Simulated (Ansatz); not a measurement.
# Si₄H₉F + HF + HF: a complex and its separated parts

The complex below is one end of an elementary step. How strongly is it bound against its free parts?

Method: PBE0-D4/def2-TZVP structures, single points in def2-TZVPP, no counterpoise correction; program: Ansatz 0.2.0, Gaussian basis.

Levels: SPW92, PBE-D4, BLYP-D4, r2SCAN-D4, B97M-V, PBE0-D4, B3LYP-D4, r2SCAN0-D4, BHLYP-D4, CAM-B3LYP-D4, wB97X-V, wB97M-V, B2PLYP, PBE-QIDH, RPA on PBE, Hartree-Fock, MP2, CCSD, CCSD(T).

Correlated methods freeze the cores. B3LYP uses VWN-RPA correlation. B2PLYP carries no dispersion term here.

113 further runs of the same task are left out: 113 set aside as unsound or not needed.

**1. The system as given**

The complex: 18 atoms, charge 0, spin multiplicity 1.

Atoms are counted from 1 here; the program's logs count them from 0.

Bond lengths: Si1–Si2 2.350 Å, Si1–Si3 2.346 Å, Si1–Si4 2.345 Å, Si1–F5 1.617 Å, Si2–H10 1.505 Å, Si2–H11 1.486 Å, Si2–H12 1.486 Å, Si3–H13 1.493 Å, Si3–H14 1.483 Å, Si3–H15 1.482 Å, Si4–H16 1.487 Å, Si4–H17 1.489 Å, Si4–H18 1.487 Å, H6–F7 0.933 Å, H8–F9 0.934 Å. Angles: Si2–Si1–Si3 108.1°, Si2–Si1–Si4 109.0°, Si2–Si1–F5 106.1°, Si3–Si1–Si4 110.3°, Si3–Si1–F5 113.6°, Si4–Si1–F5 109.5°, Si1–Si2–H10 109.8°, Si1–Si2–H11 114.0°, Si1–Si2–H12 110.8°, H10–Si2–H11 106.0°, H10–Si2–H12 105.8°, H11–Si2–H12 109.9°, Si1–Si3–H13 103.3°, Si1–Si3–H14 112.4°, Si1–Si3–H15 112.0°, H13–Si3–H14 107.9°, H13–Si3–H15 109.0°, H14–Si3–H15 111.7° and more.

As a file:

```csv
atom,x (Å),y (Å),z (Å)
Si1,-0.2163,-0.5881,0.1189
Si2,1.8906,-0.2097,-0.8504
Si3,-1.6242,1.1910,-0.4791
Si4,-1.0758,-2.6132,-0.6919
F5,0.0374,-0.7074,1.7115
H6,0.1547,2.0606,2.3528
F7,-0.7719,2.1392,2.2782
H8,2.1287,1.5251,1.3104
F9,1.8713,1.9481,2.1025
H10,2.5698,0.9428,-0.1613
H11,2.8226,-1.3611,-0.7383
H12,1.7529,0.1937,-2.2738
H13,-2.0282,0.8540,-1.8763
H14,-0.9110,2.4912,-0.5108
H15,-2.8359,1.2503,0.3721
H16,-0.2166,-3.7542,-0.2786
H17,-1.0850,-2.5238,-2.1777
H18,-2.4633,-2.8386,-0.2085
```

Its parts: Si₄H₉F holds atoms 1, 2, 3, 4, 5, 10, 11, 12, 13, 14, 15, 16, 17, 18; HF holds atoms 6, 7; HF holds atoms 8, 9. Each part counts its atoms afresh in its own runs.

**2. Relaxing Si₄H₉F alone**

The input, relax-a/in.yaml:

```yaml
crystal:
  periodic: [false, false, false]
  atoms:
    - {symbol: Si, position_ang: [-0.216349, -0.588101, 0.118933]}
    - {symbol: Si, position_ang: [1.890637, -0.209672, -0.850419]}
    - {symbol: Si, position_ang: [-1.624221, 1.190994, -0.479105]}
    - {symbol: Si, position_ang: [-1.075779, -2.613205, -0.691899]}
    - {symbol: F, position_ang: [0.037391, -0.707445, 1.711527]}
    - {symbol: H, position_ang: [2.569844, 0.942769, -0.161273]}
    - {symbol: H, position_ang: [2.822641, -1.361107, -0.738254]}
    - {symbol: H, position_ang: [1.752897, 0.193685, -2.273802]}
    - {symbol: H, position_ang: [-2.028212, 0.854038, -1.876293]}
    - {symbol: H, position_ang: [-0.910968, 2.491214, -0.510797]}
    - {symbol: H, position_ang: [-2.835894, 1.250295, 0.372091]}
    - {symbol: H, position_ang: [-0.216552, -3.754176, -0.278567]}
    - {symbol: H, position_ang: [-1.084975, -2.523815, -2.177714]}
    - {symbol: H, position_ang: [-2.463316, -2.838598, -0.208500]}
basis:
  gaussian: {orbitals: def2-TZVP}
hamiltonian: {xc: pbe0, dispersion: d4}
relax: {f_tol: 0.005, max_steps: 200}
```

Run with:

```
$ ansatz run in.yaml --threads 4 --pin off --events-out ev --progress --plain --max-ram 66560MiB --backend cuda --devices 0, --max-vram 37GiB
```

Further steps of the session: Relaxing HF alone; Relaxing HF alone; SPW92/def2-TZVPP; PBE-D4/def2-TZVPP; BLYP-D4/def2-TZVPP; r2SCAN-D4/def2-TZVPP; B97M-V/def2-TZVPP; PBE0-D4/def2-TZVPP; B3LYP-D4/def2-TZVPP; r2SCAN0-D4/def2-TZVPP; BHLYP-D4/def2-TZVPP; CAM-B3LYP-D4/def2-TZVPP; wB97X-V/def2-TZVPP; wB97M-V/def2-TZVPP; B2PLYP/def2-TZVPP; PBE-QIDH/def2-TZVPP; RPA on PBE/def2-TZVPP; CCSD(T)/def2-TZVPP; Vibrations of Si₄H₉F; Vibrations of HF; Vibrations of HF.

Q: Predict the outcome of this session. Wanted: complex less parts, CCSD(T)/def2-TZVPP; with zero-point energy; largest T1 diagnostic.

As calculated:

```
                              quantity         value
complex less parts, CCSD(T)/def2-TZVPP  -34.7 kJ/mol
                with zero-point energy  -21.2 kJ/mol
                 largest T1 diagnostic         0.014
```

In words: At CCSD(T) the complex lies 34.7 kJ/mol below its parts. Among the functionals PBE-QIDH lands nearest to CCSD(T) (+0.5 kJ/mol) and SPW92 farthest (-42.2 kJ/mol). By rung, the mean size of the error is: LDA 42.2, GGA 12.9, meta-GGA 11.8, hybrid 8.2, range-separated hybrid 10.5, double hybrid 0.6 kJ/mol. PBE-D4 gives a relative energy 15.1 kJ/mol too low, outside chemical accuracy (1 kcal/mol, 4.2 kJ/mol). No counterpoise was applied, and triple zeta lacks some correlation, so the CCSD(T) reference has a basis error of its own, and close matches with it are partly luck.
